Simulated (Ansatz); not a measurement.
**KH: ionisation energy by level of theory**

The task here is to estimate one member of a computed series from the others.

The runs use Ansatz 0.2.0, Gaussian basis; unrestricted cation, the program's frozen cores in correlated methods.

Levels to be run: UKS PBE-D4/def2-TZVPP; UKS r2SCAN-D4/def2-TZVPP; UKS PBE0-D4/def2-TZVPP; UKS B3LYP-D4/def2-TZVPP; UKS wB97X-V/def2-TZVPP; UKS wB97M-V/def2-TZVPP; UKS B2PLYP/def2-TZVPP; UHF-CCSD(T)/def2-TZVPP; UHF-CCSD(T)/def2-QZVPP; extrapolation to the limit; then −ε(HOMO) from the neutral's earlier runs with LDA (SPW92), PBE-D4, revPBE-D4, BLYP-D4, r2SCAN-D4, B97M-V, PBE0-D4, B3LYP-D4, r2SCANh-D4, r2SCAN0-D4, HSE06-D4, BHLYP-D4, CAM-B3LYP-D4, LC-ωPBE, ωB97X-V, ωB97M-V.

### The geometry

The geometry comes from an earlier relaxation with PBE0-D4 in a triple-zeta def2 set; it is a stationary point.

SMILES `[KH]`, 2 atoms, charge 0, spin multiplicity 1.

Atoms are counted from 1 here; the program's logs count them from 0.

Bond lengths: K1–H2 2.263 Å.

Set-up of the first run:

The input, in.yaml:

```yaml
crystal:
  periodic: [false, false, false]
  atoms:
    - {symbol: K, position_ang: [0.965054, -0.322288, 0.494575]}
    - {symbol: H, position_ang: [-0.965054, 0.322288, -0.494575]}
basis:
  gaussian: {orbitals: def2-TZVPP}
total_charge: 1
magnetization: {spin_polarized: true, initial_magnetization: 1}
hamiltonian: {xc: pbe, dispersion: d4}
```

Started as:

```bash
> ansatz run in.yaml --threads 2 --pin off --events-out ev --progress --plain --max-ram 32768MiB --backend cpu
```

Steps of the session up to this table: Cation, UKS PBE-D4/def2-TZVPP; Cation, UKS r2SCAN-D4/def2-TZVPP; Cation, UKS PBE0-D4/def2-TZVPP; Cation, UKS B3LYP-D4/def2-TZVPP; Cation, UKS wB97X-V/def2-TZVPP; Cation, UKS wB97M-V/def2-TZVPP; Cation, UKS B2PLYP (frozen core)/def2-TZVPP; Cation, UHF-CCSD(T)/def2-TZVPP; Cation, UHF-CCSD(T)/def2-QZVPP.

One table of the session follows, with a row left open; its other results are not shown here.

For comparison, −ε(HOMO) of the neutral from earlier runs:

| functional | −ε(HOMO) (eV) |
| --- | --- |
| LDA (SPW92) | 3.55 |
| PBE-D4 | 3.44 |
| revPBE-D4 | 3.38 |
| BLYP-D4 | 3.42 |
| r2SCAN-D4 | 3.36 |
| B97M-V | 3.59 |
| PBE0-D4 | 4.25 |
| B3LYP-D4 | 4.19 |
| r2SCANh-D4 | 3.71 |
| r2SCAN0-D4 | 4.24 |
| HSE06-D4 | 3.86 |
| BHLYP-D4 | 5.14 |
| CAM-B3LYP-D4 | ? |
| LC-ωPBE | 6.63 |
| ωB97X-V | 6.38 |
| ωB97M-V | 6.28 |

Estimate the missing values for CAM-B3LYP-D4.

The run gave: −ε(HOMO) (eV): 5.52. In the column «−ε(HOMO) (eV)» it lies between BHLYP-D4 (5.14) and ωB97M-V (6.28).
